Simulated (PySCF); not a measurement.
# GaH: relaxation and vibrations of the singlet

Aim: relax GaH as a singlet from a linear start, check by its vibrations whether the end is a minimum, and collect its spectrum and constants.

Program: PySCF 2.14.0. Level of theory: PBE, basis Ga def2-TZVP, H def2-TZVP, no relativity, density fitting. These are calculated values, not measurements.

## (1) The system as given

2 atoms, charge 0, spin multiplicity 1.

Bond lengths: Ga1–H2 1.638 Å.

```xyz
2
charge 0 multiplicity 1
Ga    0.0000    0.0000    0.0000
H     0.0000    0.0000    1.6380
```

## (2) First SCF at the start

One driver script runs all steps and calls PySCF; scf.py shows how it sets up the SCF of each step. The optimiser is the driver's own. After this first run the driver tries any further starts and a stability analysis.

scf.py reads:

```python
from pyscf import gto, scf, dft
mol = gto.M(atom='''
Ga     0.000000     0.000000     0.000000
H      0.000000     0.000000     1.638000''',
    basis={'Ga': 'def2-TZVP', 'H': 'def2-TZVP'},
    charge=0, spin=0)
mf = dft.RKS(mol, xc='PBE')
mf.grids.atom_grid = (50, 194)
aux = {'Ga': 'def2-universal-JKFIT', 'H': 'def2-universal-JKFIT'}
mf = mf.density_fit(auxbasis=aux)
mf.conv_tol = 1e-08
mf.diis_space = 10
mf.max_cycle = 60
mf.init_guess = 'minao'
mf.verbose = 4
mf.kernel()
```

Run with:

```sh
OMP_NUM_THREADS=2 python axn.py task.json out
```

Further steps of the session: Relaxing the singlet from the linear start; Hessian and properties.

What does the calculation give? Wanted: minimum; geometry; wavenumbers; dipole moment; highest occupied, lowest empty level; polar-tensor charge of Ga1; zero-point energy; atomisation energy.

As calculated:

| quantity | value |
| --- | --- |
| minimum | singlet, C∞v |
| geometry | Ga–H 1.699 Å |
| wavenumbers (cm⁻¹) | 1535 (σ+) |
| dipole moment | 0.52 D |
| highest occupied, lowest empty level | -4.98, -2.48 eV |
| polar-tensor charge of Ga1 | +0.33 e |
| zero-point energy | 9.2 kJ/mol |
| entropy at 298.15 K | 199.8 J/(mol K) |
| atomisation energy (no zero-point energy) | 279 kJ/mol |

What this shows: The molecule stays C∞v, as typed, and the end point is a minimum. The strongest infrared band lies at 1535 cm⁻¹ (σ+, stretch). Other starts or spin states, not run here, may lie lower.
